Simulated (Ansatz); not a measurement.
# AsH+ (quartet): the correlation ladder at distance As1–H2 = 2.644 Å, cc-pVQZ

Aim: climb from Hartree-Fock through coupled cluster and multireference methods for AsH+ (quartet) at one geometry and basis, and see what each rung misses.

The runs use Ansatz 0.2.0, Gaussian basis; cc-pVQZ, core rule «outside noble gas», up to 14 orbitals frozen.

The runs, in order: UHF; CCSD(T) on ROHF; CCSD(T) on UHF; BCCD(T) on ROHF; CCSDT(Q) on ROHF; CCSDT(Q) on UHF; CASSCF and MRCISD+Q, 5 electrons in 5 orbitals; CASSCF and NEVPT2, 5 electrons in 5 orbitals.

11 further runs of the same task are left out: 11 that didn't finish.

### 1 What is computed

The geometry derives from a PBE0/def2-TZVP stationary point (not a proven minimum). One bond is set to the value named and the two fragments are kept rigid. No spin-orbit coupling is included. The filled d shell of As may be among the frozen orbitals whatever the setting's name suggests; the logs give the count.

2 atoms, charge 1, spin multiplicity 4.

Atoms are counted from 1 here; the program's logs count them from 0.

No contacts short enough for the rule that draws bonds.

### 2 UHF

Contents of in.yaml:

```yaml
crystal:
  periodic: [false, false, false]
  atoms:
    - {symbol: As, position_ang: [0.000000, 0.000000, 0.000000]}
    - {symbol: H, position_ang: [0.000000, 0.000000, 2.644000]}
basis:
  gaussian: {orbitals: cc-pVQZ}
total_charge: 1
magnetization: {spin_polarized: true, initial_magnetization: 3}
hamiltonian: {xc: hf}
output: {orbitals: {seedname: orbitals}}
```

Launch:

```
$ ansatz run in.yaml --threads 1 --pin off --events-out ev --progress --plain --max-ram 3968MiB --backend cpu
```

Further steps of the session: CCSD(T) on ROHF; CCSD(T) on UHF; BCCD(T) on ROHF; CCSDT(Q) on ROHF; CCSDT(Q) on UHF; CASSCF and MRCISD+Q, 5 electrons in 5 orbitals; CASSCF and NEVPT2, 5 electrons in 5 orbitals.

Q: Predict the results of all the runs planned. Wanted: UCCSDT(Q) below the RHF energy; RMP2 from UCCSDT(Q); UMP2 from UCCSDT(Q); RCCSD from UCCSDT(Q); RCCSD(T) from UCCSDT(Q); UCCSD(T) from UCCSDT(Q); RCCSDT(Q) from UCCSDT(Q); NEVPT2 valence from UCCSDT(Q); MRCISD+Q valence from UCCSDT(Q).

The runs gave:

```
                         quantity                                                                     value
   UCCSDT(Q) below the RHF energy                                                                -2.2572 eV
              RMP2 from UCCSDT(Q)                                                                +486.2 meV
              UMP2 from UCCSDT(Q)                                                                +482.4 meV
             RCCSD from UCCSDT(Q)                                                                 +91.4 meV
          RCCSD(T) from UCCSDT(Q)                                                                 +27.4 meV
          UCCSD(T) from UCCSDT(Q)                                                                 +14.9 meV
         RCCSDT(Q) from UCCSDT(Q)                                                                 +12.9 meV
    NEVPT2 valence from UCCSDT(Q)                                                                +442.7 meV
  MRCISD+Q valence from UCCSDT(Q)                                                                 +41.1 meV
levels within 1 kcal/mol (43 meV)  RCCSD(T), UCCSD(T), BCCD(T), RCCSDT, UCCSDT, RCCSDT(Q), MRCISD+Q valence
                    T1 diagnostic                                                                     0.021
   effectively unpaired electrons                                                                      3.01
```

**Reading.** RCCSD(T) misses by +27.4 meV, 1.2 % of the correlation energy. One determinant dominates. Of the multireference levels listed MRCISD+Q valence comes nearest in total energy (+41.1 meV), which doesn't show that its space is the better one. These misses are within one basis, not against nature; the frozen cores of restricted and unrestricted runs differ, which can shift their rows.
